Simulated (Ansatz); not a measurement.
# FH5O4Si: the cost of one run

All numbers below are computed with Ansatz 0.2.0 (RKS PBE/def2-SVP).

## (1) Starting point

Bond lengths: Si1–F2 1.940 Å, Si1–O3 1.680 Å, O3–H4 1.010 Å, Si1–O5 1.679 Å, O5–H6 1.010 Å, Si1–O7 1.679 Å, O7–H8 1.010 Å, Si1–O9 1.980 Å, O9–H10 1.010 Å. Angles: F2–Si1–O3 109.4°, F2–Si1–O5 109.5°, F2–Si1–O7 109.5°, F2–Si1–O9 71.6°, O3–Si1–O5 109.5°, O3–Si1–O7 109.5°, O3–Si1–O9 67.1°, O5–Si1–O7 109.5°, O5–Si1–O9 72.9°, O7–Si1–O9 176.5°, Si1–O3–H4 109.5°, Si1–O5–H6 109.5°, Si1–O7–H8 109.5°, Si1–O9–H10 109.5°.

As a file:

```xyz
11

Si    0.0000    0.0000    0.0000
F     0.0000    0.0000    1.9400
O     1.5842    0.0000   -0.5594
H     1.9006   -0.9521   -0.6761
O    -0.7913    1.3709   -0.5594
H    -1.7491    1.1401   -0.7818
O    -0.7913   -1.3709   -0.5594
H    -1.2459   -1.8365    0.2129
O     1.0384    1.5660    0.6243
H     1.8153    1.2522    1.1883
H     0.6351    0.9578    1.6846
```

## (2) Pulling towards end A

Springs on the bonds that form and break draw the guess towards this end; the thresholds are loose.

input.yaml

```yaml
crystal:
  periodic: [false, false, false]
  atoms:
    - { symbol: Si, position_ang: [0.0, 0.0, 0.0] }
    - { symbol: F, position_ang: [0.0, 0.0, 1.94] }
    - { symbol: O, position_ang: [1.5842, 0.0, -0.5594] }
    - { symbol: H, position_ang: [1.9006, -0.9521, -0.6761] }
    - { symbol: O, position_ang: [-0.7913, 1.3709, -0.5594] }
    - { symbol: H, position_ang: [-1.7491, 1.1401, -0.7818] }
    - { symbol: O, position_ang: [-0.7913, -1.3709, -0.5594] }
    - { symbol: H, position_ang: [-1.2459, -1.8365, 0.2129] }
    - { symbol: O, position_ang: [1.0384, 1.566, 0.6243] }
    - { symbol: H, position_ang: [1.8153, 1.2522, 1.1883] }
    - { symbol: H, position_ang: [0.6351, 0.9578, 1.6846] }
basis:
  gaussian: { orbitals: def2-SVP }
hamiltonian:
  xc: pbe
relax:
  f_tol: 0.15
  max_steps: 25
  restrain:
    - { distance: [0, 8], at: 2.88, k: 30.0 }
    - { distance: [10, 1], at: 2.12, k: 30.0 }
    - { distance: [0, 1], at: 1.59, k: 30.0 }
    - { distance: [10, 8], at: 1.01, k: 30.0 }
```

Run with:

```sh
> ansatz run input.yaml --threads 4 --pin off --max-ram 5120MiB --backend cpu --events-out ev --progress --plain --runs-dir out
```

Q: Estimate wall time and peak memory on 4 threads of Arm Neoverse V1, shared host.

About 11 s, with a peak of 0.16 GiB.
